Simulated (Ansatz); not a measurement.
# PdOSe: the cell at several levels of theory

One table from this session's results is given with a row withheld; the runs are named, their logs left out.

Code: Ansatz 0.2.0. PAW datasets, plane waves, zero pressure. (Calculated; spin-unpolarised; the phase may be known or hypothetical.)

**The structure to begin with**

The sheet's in-plane cell has a = 3.416 Å, b = 3.416 Å (γ = 120.0°), and its outermost atoms lie 2.78 Å apart along the normal. Near Pd stand 3 Se at 2.41 Å and 3 O at 2.41 Å; near O stand 3 Pd at 2.41 Å; near Se stand 3 Pd at 2.41 Å.

Coordinates:

```
CELL_PARAMETERS angstrom
3.41629 0.00000 0.00000
-1.70815 2.95860 0.00000
0.00000 0.00000 18.00000
ATOMIC_POSITIONS crystal
Pd 0.00000 0.00000 0.50000
O 0.33333 0.66667 0.57712
Se 0.66667 0.33333 0.42288
```
The sheet repeats along a and b alone.

Set-up of the first run:

input.yaml reads:

```yaml
crystal:
  lattice:
    - [3.41629493, 0.0, 0.0]
    - [-1.708147465, 2.9585981962, 0.0]
    - [0.0, 0.0, 18.0]
  atoms:
    - { symbol: Pd, position: [0.0, 0.0, 0.5] }
    - { symbol: O, position: [0.3333333333, 0.6666666667, 0.5771205859] }
    - { symbol: Se, position: [0.6666666667, 0.3333333333, 0.4228794141] }
  periodic: [true, true, false]
kpoints:
  mp_grid: { grid: [12, 12, 1] }
hamiltonian:
  xc: pbe
scf:
  occupations: { method: fermi_dirac, width: 0.02 }
relax:
  f_tol: 0.005
  cell: {}
```

On the command line:

```
$ ansatz run input.yaml --threads 4 --pin off --max-ram 5529MiB --backend cpu --events-out ev --progress --plain --runs-dir out
```

Steps of the session up to this table: Relaxing with PBE; Relaxing with r2SCAN; Relaxing with PBEsol; Relaxing with LDA; HSE06: cell and atoms.

One of the session's tables, all rows but one given; the rest of the session is left out.

```
 level  a (Å)  area (Å²/atom)
   PBE  3.423           3.382
r2SCAN  3.379           3.296
PBEsol      ?               ?
   LDA  3.334           3.209
 HSE06  3.356           3.252
```

Q: Estimate the row for PBEsol from the others.

The run gave: a (Å): 3.366; area (Å²/atom): 3.270. In the column «a (Å)» it lies between HSE06 (3.356) and r2SCAN (3.379).

The first relaxation changed the area by +0.4 % from the start. LDA gives the smallest cell and PBE the largest; they differ by 5.4 % in area, a mean of 2.7 % in length. The meshes differ: PBE 12×12×1, r2SCAN 12×12×1, PBEsol 12×12×1, LDA 12×12×1, HSE06 6×6×1.

To keep in mind: Warnings in the runs' records: slab cell height set, xc potential rough in thin density.
